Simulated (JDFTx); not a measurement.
NC2O2H, 6 atoms in the cell. The cell holds a molecule in a box, 6 atoms: a = 12.000 Å, b = 13.000 Å, c = 12.000 Å, α = 90.00°, β = 90.00°, γ = 90.00°. 

```yaml
Program: JDFTx 1.7.0 (patched build)
Task: single point
Functional: OLYP
Potentials_or_basis: PseudoDojo-SR-PBE-0.5-standard with smoothed tails
Cutoff: 1143 eV
Density_cutoff: 4572 eV
k_mesh: 1 × 1 × 1
Occupations: fixed
Spin: no spin polarisation
Coulomb_boundary: Isolated
Centre_of_the_truncation: 0.501083 0.501615 0.502833
Check_on_overlapping_cores: none
Local_potential_set_to_-Z/r_beyond: 6 bohr
Bands: 19
Density_cutoff_over_wavefunction_cutoff: 4
Max_SCF_steps: 100
SCF_threshold_on_the_energy: 1e-06 Ha
Solver_of_the_electrons: minimize
Further_solve_for_the_empty_bands: yes
```

Potentials or basis: PseudoDojo-SR-PBE-0.5-standard with smoothed tails.

Launch:

```sh
$ jdftx -c 1 -i HC2NO2.in -o HC2NO2.out
```

Hardware: 1 thread of Arm Neoverse V1 (shared host).

Problem. How long does it take, and how much memory?

Solution. Wall time 4.9 min on 1 thread of Arm Neoverse V1, with other jobs on the host, peak memory 1.3 GiB. Counts: scf iterations 15, bands 19, plane waves 164175.
